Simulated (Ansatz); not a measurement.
# CH4BI: one species, many methods

How much do the methods differ for CH4BI? The plan is to run it at one geometry with functionals of several rungs and with coupled cluster, and see how far each lands from CCSD(T) at the basis-set limit for the atomisation energy.

Computed with Ansatz 0.2.0, Gaussian basis. Level: functionals in def2-TZVPP, the program's frozen cores in correlated methods.

Levels to be run: LDA (SPW92), PBE-D4, revPBE-D4, BLYP-D4, r2SCAN-D4, B97M-V, PBE0-D4, B3LYP-D4, r2SCANh-D4, r2SCAN0-D4, HSE06-D4, BHLYP-D4, CAM-B3LYP-D4, LC-ωPBE, ωB97X-V, ωB97M-V, B2PLYP, PBE-QIDH; CCSD(T)/def2-SVP; CCSD(T)/def2-TZVPP; MP2/def2-QZVPP; extrapolation to the limit; RPA on PBE.

1 further run of the same task is left out (for a known fault of the program).

### 1 Structure used throughout

The geometry comes from an earlier relaxation with PBE0-D4 in a triple-zeta def2 set; it is a stationary point, not always the lowest conformer. I takes the def2 core potential; no spin-orbit term is included.

SMILES `BCI`, 7 atoms, charge 0, spin multiplicity 1.

Atoms are counted from 1 here; the program's logs count them from 0.

Bond lengths: B1–C2 1.549 Å, B1–H4 1.194 Å, B1–H5 1.194 Å, C2–I3 2.183 Å, C2–H6 1.086 Å, C2–H7 1.086 Å. Angles: C2–B1–H4 119.3°, C2–B1–H5 119.3°, H4–B1–H5 121.3°, B1–C2–I3 82.4°, B1–C2–H6 120.9°, B1–C2–H7 120.9°, I3–C2–H6 105.5°, I3–C2–H7 105.5°, H6–C2–H7 113.1°.

As a file:

```xyz
7

B    -0.7387    0.0562   -0.4445
C     0.5421    0.3607    0.3714
I     0.8159   -1.7978    0.1976
H    -1.7608   -0.1652    0.1325
H    -0.6993    0.1120   -1.6369
H     0.4892    0.5625    1.4371
H     1.4128    0.8035   -0.1031
```

### 2 LDA

This LDA is Slater exchange with PW92 correlation.

Contents of in.yaml:

```yaml
crystal:
  periodic: [false, false, false]
  atoms:
    - {symbol: B, position_ang: [-0.738665, 0.056238, -0.444450]}
    - {symbol: C, position_ang: [0.542132, 0.360695, 0.371426]}
    - {symbol: I, position_ang: [0.815929, -1.797775, 0.197634]}
    - {symbol: H, position_ang: [-1.760834, -0.165194, 0.132481]}
    - {symbol: H, position_ang: [-0.699250, 0.112034, -1.636942]}
    - {symbol: H, position_ang: [0.489203, 0.562538, 1.437115]}
    - {symbol: H, position_ang: [1.412785, 0.803466, -0.103065]}
basis:
  gaussian: {orbitals: def2-TZVPP}
hamiltonian: {xc: lda}
output: {orbitals: {seedname: orbitals}}
```

Started as:

```sh
> ansatz run in.yaml --threads 2 --pin off --events-out ev --progress --plain --max-ram 4352MiB
```

After this run come: PBE-D4 (GGA); revPBE-D4 (GGA); BLYP-D4 (GGA); r2SCAN-D4 (meta-GGA); B97M-V (meta-GGA); PBE0-D4 (hybrid); B3LYP-D4 (hybrid); r2SCANh-D4 (hybrid); r2SCAN0-D4 (hybrid); HSE06-D4 (hybrid); BHLYP-D4 (hybrid); CAM-B3LYP-D4 (range-separated); LC-ωPBE (range-separated); ωB97X-V (range-separated); ωB97M-V (range-separated); B2PLYP (double hybrid); PBE-QIDH (double hybrid); CCSD(T) in def2-SVP; CCSD(T) in def2-TZVPP; MP2 in def2-QZVPP; RPA on PBE orbitals.

Q: Predict the results of all the runs planned. Wanted: atomisation energy, CCSD(T)/CBS; farthest beyond LDA; mean size of error, GGA; mean size of error, meta-GGA; mean size of error, hybrid; mean size of error, range-separated; mean size of error, double hybrid; gap, smallest and largest; T1 diagnostic.

The runs gave:

| quantity | value |
| --- | --- |
| atomisation energy, CCSD(T)/CBS | 23.916 eV |
| functionals within 0.239 eV (1.0 %) | revPBE-D4, BLYP-D4, r2SCAN-D4, B97M-V, PBE0-D4, B3LYP-D4, r2SCANh-D4, r2SCAN0-D4, HSE06-D4, CAM-B3LYP-D4, ωB97X-V, ωB97M-V, B2PLYP, PBE-QIDH |
| farthest beyond LDA | BHLYP-D4 (-0.510 eV) |
| mean size of error, GGA | 0.218 eV |
| mean size of error, meta-GGA | 0.066 eV |
| mean size of error, hybrid | 0.159 eV |
| mean size of error, range-separated | 0.103 eV |
| mean size of error, double hybrid | 0.122 eV |
| gap, smallest and largest | 4.16 eV (BLYP-D4), 11.14 eV (LC-ωPBE) |
| T1 diagnostic | 0.0102 |
| triples share of the correlation energy | 2.9 % |

LDA overbinds by 3.173 eV (13 %). PBE-D4 misses by +0.422 eV. Double hybrids carry the basis error of their MP2 part in triple zeta, and no dispersion term here, so their miss is partly the set-up's. The rungs meta-GGA, range-separated, double hybrid, hybrid, GGA miss on average by less than the doubt on the reference (0.239 eV), so they tie. The reference freezes the cores and leaves out spin-orbit coupling and excitations past (T), and its outer-core shells are covered unevenly, so misses under about 0.239 eV can't be ranked. All levels share the lack of spin-orbit coupling, which lowers the free heavy atoms and so the true binding. Hartree-Fock recovers 75 % of the binding; the rest is correlation. CCSD(T) in def2-SVP is off by -1.293 eV, which most functionals beat. Orbital gaps span 4.2 to 11.1 eV; exact exchange widens them. Correlated methods include outer-core shells of I, which these sets cover unevenly.
